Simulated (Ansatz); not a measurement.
Crystal: In3As.

```
In As
1.0
     4.67168    0.00000    0.00000
     0.00000    4.67168    0.00000
     0.00000    0.00000    4.67168
In As
3 1
Direct
  0.50000 0.50000 0.00000
  0.50000 0.00000 0.50000
  0.00000 0.50000 0.50000
  0.00000 0.00000 0.00000
```

The cell comes from a database or a generator and needn't be the stable form of this composition.

Base run:

- Program: Ansatz 0.2.0
- Functional: RPBE
- Potentials or basis: all-electron LAPW, scalar-relativistic
- Cutoff: 158 eV (chosen from the basis error)
- Basis error allowed: 0.002 eV/atom
- k mesh: 6 × 6 × 6
- Occupations: gaussian, width 0.02 eV
- Spin: no spin polarisation

Its results: band gap on the k mesh none (metal or under the smearing width); pressure 2.2 GPa.

The run is repeated on the same cell with these changes: functional from RPBE to PBE. What comes out?

Band gap on the k mesh none (metal or under the smearing width); pressure 0.6 GPa.

PBE binds more tightly than RPBE, so the same cell stands under less pressure.
